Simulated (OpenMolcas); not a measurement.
# Au³⁺ among point charges: CASSCF and CASPT2 levels and susceptibility

How does a field of 6 point charges split the states of Au³⁺, and what χT follows?

Method: state-averaged CASSCF and CASPT2, spin-orbit coupling by RASSI with atomic mean-field integrals. Code: OpenMolcas 26.06.

## Step 1: Starting point

| Item | Value |
| --- | --- |
| Species | Au³⁺ (gold, Z = 79, 76 electrons) |
| Basis | ANO-RCC-VDZP [7s6p4d2f], 59 functions |
| Scalar Hamiltonian | DKH2, point nucleus |
| Inactive shells | 1s 2s 2p 3s 3p 3d 4s 4p 4d 4f 5s 5p |
| Active space | 8 electrons in 5 orbitals (5d) |
| Some configurations of this space | 5d⁸ |
| Orbitals | optimised for each spin and parity, averaged over all roots |

The outer shells:

5d8
```
5d [↑↓][↑↓][↑↓][↑ ][↑ ]
```

The ion sits among 6 point charges of -0.98 e arranged as a trigonal antiprism (D3d), 2.04 Å from the ion, with a polar angle of 60.8° against the regular 54.74°.

Each step is its own input file, run in one work folder so that later steps find the files of earlier ones. Labels, J, g values, rates, χT and fits are worked out afterwards by a script from the matrices that RASSI stores. The input lists half of the charges; inversion (Group=XYZ) makes the rest.

## Step 2: GATEWAY and SEWARD: basis and integrals

a.inp

```
&GATEWAY
Coord
1

Au 0.0 0.0 0.0
Basis=ANO-RCC-VDZP
Group=XYZ
NoMove
AngMom=0.0 0.0 0.0
AMFI
XField
3 Angstrom 0
0.000000 1.780005 0.996585 -0.980000
1.541530 -0.890003 0.996585 -0.980000
1.541530 0.890003 -0.996585 -0.980000
&SEWARD
```

## Step 3: Reference wave functions, triplets of even parity, 10 roots

a.inp

```
&RASSCF
FileOrb=start.orb
Symmetry=1
Spin=3
nActEl=8 0 0
Inactive=15 19
Ras2=5 0
CIRoot=10 10 1
SDav=10
CIMx=300
Iter=120 100
PrWF=0.3
OrbListing=Nothing
MaxOrb=0
>>> COPY $Project.JobIph JOB001
```

start.orb holds the contracted functions of the basis, ordered by shell, or the orbitals of the step before.

## Step 4: CASSCF: singlets of even parity, 15 roots

a.inp

```
&RASSCF
FileOrb=start.orb
Symmetry=1
Spin=1
nActEl=8 0 0
Inactive=15 19
Ras2=5 0
CIRoot=15 15 1
SDav=15
CIMx=300
Iter=120 100
PrWF=0.3
OrbListing=Nothing
MaxOrb=0
>>> COPY $Project.JobIph JOB002
```

## Step 5: State interaction with spin-orbit coupling

a.inp

```
&RASSI
NrOfJobIphs=2 10 15
1 2 3 4 5 6 7 8 9 10
1 2 3 4 5 6 7 8 9 10 11 12 13 14 15
IphNames
JOB001
JOB002
EJob
SpinOrbit
DIPRint=1.0
SOCoupling=1000.0
Subsets=2
Property=9
'ANGMOM' 1 'ANGMOM' 2 'ANGMOM' 3 'MLTPL  1' 1 'MLTPL  1' 2 'MLTPL  1' 3
'AMFI' 1 'AMFI' 2 'AMFI' 3
SOProperty=3
'ANGMOM' 1 'ANGMOM' 2 'ANGMOM' 3
```

## Step 6: CASPT2: IPEA 0.25, imaginary shift 0.1 (closed shells correlated: 5s 5p)

a.inp

```
>>> COPY JOB001 $Project.JobIph
&CASPT2
Multistate=10 1 2 3 4 5 6 7 8 9 10
NoMult
Frozen=14 16
IPEA=0.25
Imaginary=0.1
MaxIter=60
WThr=0.0 0.3 0.05
PrWF=0.5
NoMix
>>> COPY JOB002 $Project.JobIph
&CASPT2
Multistate=15 1 2 3 4 5 6 7 8 9 10 11 12 13 14 15
NoMult
Frozen=14 16
IPEA=0.25
Imaginary=0.1
MaxIter=60
WThr=0.0 0.3 0.05
PrWF=0.5
NoMix
```

(Steps that only read results are left out.)

**Question.** What will these runs give? Wanted: spin-free ground state; first state of the same spin within the active space; lowest level; next level.

The runs gave:

```
                                            quantity                                                                        value
                                              method  SS-CASPT2, IPEA 0.25, imaginary shift 0.1 (closed shells correlated: 5s 5p)
                              spin-free ground state                                              3A2, 1-fold in its orbital part
first state of the same spin within the active space                                                             3A1 at 3670 cm⁻¹
                                        lowest level                                               2-fold E, g = 0.00, 0.00, 7.87
                                          next level                                                                   590.1 cm⁻¹
                                         χT at 300 K                                                               2.58 cm³ K/mol
                           effective moment at 300 K                                                                      4.54 μB
```

Cost by method:

```
                                              method  time of its own steps  time with the reference
                                           A. CASSCF                  9.7 s                    9.7 s
B. SS-CASPT2, IPEA 0.25, imaginary shift 0.1, +5s 5p                  4.2 s                     14 s
```

Times are of one thread on a shared host.

**Reading.** The spin-free ground state (3A2) comes to 99 % from free-ion F terms and keeps the highest spin of the shell. χT at 300 K is 2.58, against 1.00 cm³ K/mol for the spin alone, so orbital moment adds to it. CASPT2 does not keep the components of a term degenerate, and the means are used. The field of point charges can differ much from that of real complexes. This is an electrostatic model: the charges have no orbitals.
